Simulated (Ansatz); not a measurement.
# TiC+ (quartet): wave-function methods side by side, def2-QZVPP

One table from this session's results is given with a row withheld; the runs are named, their logs left out.

Method: def2-QZVPP, core rule «outside noble gas», up to 10 orbitals frozen; program: Ansatz 0.2.0, Gaussian basis.

The runs, in order: UHF; ROHF; CCSD(T) on UHF.

### The geometry

The geometry is a PBE0/def2-TZVP stationary point (not a proven minimum).

2 atoms, charge 1, spin multiplicity 4.

Atoms are counted from 1 here; the program's logs count them from 0.

Bond lengths: Ti1–C2 1.772 Å.

Set-up of the first run:

in.yaml

```yaml
crystal:
  periodic: [false, false, false]
  atoms:
    - {symbol: Ti, position_ang: [0.000000, 0.000000, 0.000000]}
    - {symbol: C, position_ang: [0.000000, 0.000000, 1.771600]}
basis:
  gaussian: {orbitals: "def2-QZVPP.json"}
total_charge: 1
magnetization: {spin_polarized: true, initial_magnetization: 3}
hamiltonian: {xc: hf}
output: {orbitals: {seedname: orbitals}}
```

The run is started by

```bash
$ ansatz run in.yaml --threads 1 --pin off --events-out ev --progress --plain --max-ram 4096MiB --backend cpu
```

Among the steps run: UHF; ROHF; CCSD(T) on UHF.

One of the session's tables, all rows but one given; the rest of the session is left out.

| method | from UCCSD(T) (meV) |
| --- | --- |
| ROHF | +6685.9 |
| UHF | +5592.4 |
| UMP2 | +1786.3 |
| UCCSD | ? |
| UCCSD(T) | 0 |

**Question.** Estimate the row for UCCSD.

**Answer.** from UCCSD(T) (meV): +444.0. In the column «from UCCSD(T) (meV)» it lies between UCCSD(T) (0) and UMP2 (+1786.3).

Caveats from the session: The determinant of HF (⟨S²⟩ 4.48) is far from a pure spin state, so its energy mixes those of several spin states; that is harmless only where they are near-degenerate. The determinant of CCSD(T) (⟨S²⟩ 4.48) is far from a pure spin state, so its energy mixes those of several spin states; high orders of coupled cluster remove much of that, low ones don't.
